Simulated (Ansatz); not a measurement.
The system is CsLiCr2Te2S3.

```
Cs Li Cr Te S
1.0
     3.60358    0.00000    0.00000
    -1.80179    3.12079    0.00000
     0.00000    0.00000   19.06651
Cs Li Cr Te S
1 1 2 2 3
Direct
  0.00000 0.00000 0.37399
  0.66667 0.33333 0.01607
  0.00000 0.00000 0.86637
  0.33333 0.66667 0.16833
  0.33333 0.66667 0.53891
  0.66667 0.33333 0.77276
  0.00000 0.00000 0.10030
  0.33333 0.66667 0.92920
  0.66667 0.33333 0.23408
```

The cell was built by a generator and needn't be a form met in nature.

Base run:

| Item | Value |
| --- | --- |
| Program | Ansatz 0.2.0 |
| Functional | PBE |
| Potentials or basis | Ansatz PAW |
| Cutoff | 420 eV |
| Density cutoff | 1680 eV |
| k mesh | 9 × 9 × 2 |
| Occupations | fermi-dirac, width 0.05 eV |
| Spin | collinear spin, ferromagnetic start |
| Starting moments | [0.0, 0.0, 3.0, 3.0, 0.0, 0.0, 0.0, 0.0, 0.0] μB |

Its results: band gap on the k mesh none (metal or under the smearing width); pressure 0.0 GPa; net moment 5.64 μB per cell; site moments Cs +0.00; Li -0.01; Cr +2.58, +2.74; Te -0.01, -0.15; S -0.05, -0.06 μB; largest force 0.033 eV/Å.

After a change of settings the same cell gave: band gap on the k mesh none (metal or under the smearing width); pressure 3.7 GPa; net moment 5.65 μB per cell; site moments Cs +0.00; Li -0.00; Cr +2.56, +2.72; Te -0.00, -0.13; S -0.03, -0.04 μB; largest force 0.303 eV/Å. Which change was it?
A. functional from PBE to BLYP
B. potentials or basis from Ansatz PAW to PseudoDojo standard (PBE files); cutoff from 420 eV to 1279 eV; density cutoff from 1680 eV to 5116 eV
C. potentials or basis from Ansatz PAW to Ansatz PAW earlier set; cutoff from 420 eV to 1070 eV; density cutoff from 1680 eV to 6420 eV
D. functional from PBE to r2SCAN; cutoff from 420 eV to 500 eV; density cutoff from 1680 eV to 2000 eV

A.

BLYP binds less tightly than PBE, so the same cell stands under more pressure.

Caveats: only a ferromagnetic start was run, and an antiferromagnetic order may lie lower in energy; the potentials were made for another functional, which shifts forces and pressure (some runs); the PAW data sets come from PBE, with cores solved anew for the run's functional, which leaves a small shift of forces and pressure (some runs).

Not every run made on this cell is shown here.
